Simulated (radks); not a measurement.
# The Coulomb parameter U of the 4d shell of Ru⁺

The task here is to estimate one member of a computed series from the others.

Method: scalar-relativistic Kohn-Sham, PBEsol, spin-unpolarised, spherical densities, point nucleus. Code: radks (a radial shooting solver on a logarithmic mesh, Libxc functionals) version 1.

### Starting point

```
element       : ruthenium (Z = 44)
charge        : +1
electrons     : 43
configuration : [Kr] 4d6 5s1
```

Outer shells as boxes (Hund's rule):

Ru⁺
```
[Kr] core
4d [↑↓][↑ ][↑ ][↑ ][↑ ]
5s [↑ ]
```

The first run:

Settings of this run:

```text
Z 44
configuration [Kr] 4d6 5s1
relativity scalar-relativistic
functional pbe_sol,pbe_sol
spin unpolarised
nucleus point
c 137.035999084
```

Steps of the session up to this table: Start: [Kr] 4d6 5s1.

One table of the session follows, with a row left open; its other results are not shown here.

Sizes of the orbitals, from the radial functions (bohr):

| level | <r> | outermost maximum (interpolated) | 90 % within | nodes |
| --- | --- | --- | --- | --- |
| 2p | 0.1270 | 0.0983 | 0.207 | 0 |
| 3s | 0.4030 | 0.362 | 0.594 | 2 |
| 3p | 0.4032 | 0.355 | 0.608 | 1 |
| 3d | 0.3842 | 0.301 | 0.611 | 0 |
| 4s | ? | ? | ? | ? |
| 4p | 1.121 | 0.981 | 1.66 | 2 |
| 4d | 1.568 | 1.20 | 2.50 | 1 |
| 5s | 2.923 | 2.52 | 4.29 | 4 |

**Question.** Estimate the row for 4s.

As computed: <r>: 1.016; outermost maximum (interpolated): 0.913; 90 % within: 1.48; nodes: 3. In the column «<r>» it lies between 3p (0.4032) and 4p (1.121).
